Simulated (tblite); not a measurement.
# C2H8O3Si2: the cost of one run

Programs: tblite 0.8.0 and PySCF 2.14.0, with density-fitted response routines of our own. Each step states its level of theory. These are calculated values for one molecule, in the gas phase or a continuum, unless marked as measured. Atoms count from 0, in the outputs and in this text.

## Step 1: The molecule as given

15 atoms, charge 0, multiplicity 1; geometry from: force field or distance geometry start.

Bonds of the start (Å): C0–O1 1.41, O1–C2 1.40, C2–O3 1.26, C2–Si4 1.83, Si4–O5 1.72, O5–Si6 1.71, C0–H7 1.14, C0–H8 1.10, C0–H9 1.11, Si4–H10 1.48, Si4–H11 1.46, Si6–H12 1.47, Si6–H13 1.46, Si6–H14 1.48.

## Step 2: Geometry optimisation with GFN2-xTB

Job settings and geometry (Å):

```
{"job": {"kind": "relax", "xc": "GFN2-xTB", "basis": "xTB"}, "charge": 0, "multiplicity": 1}
C     -2.925400    -0.412600     0.165200
O     -1.815600     0.425400    -0.064900
C     -0.571000    -0.046000    -0.500500
O     -0.425100    -1.268200    -0.745800
Si     0.764900     1.190200    -0.725800
O      1.882000     1.181300     0.580700
Si     2.614300    -0.357300     0.751800
H     -3.313200    -0.176000     1.206000
H     -2.613800    -1.470000     0.103900
H     -3.775200    -0.238500    -0.521200
H      1.497900     0.967100    -1.989400
H      0.155000     2.516300    -0.845100
H      4.072000    -0.159100     0.766000
H      2.194500    -1.281100    -0.298000
H      2.254400    -0.863600     2.095200
```

On the command line:

```bash
OMP_NUM_THREADS=1 python probes_run.py task.json out
```

The driver reads the jobs from task.json and runs them one after another.

**Question.** How long does this first job take on 1 thread of AMD EPYC, shared host, and how much memory does it need?

About 3.3 s, with a peak of 0.18 GiB.
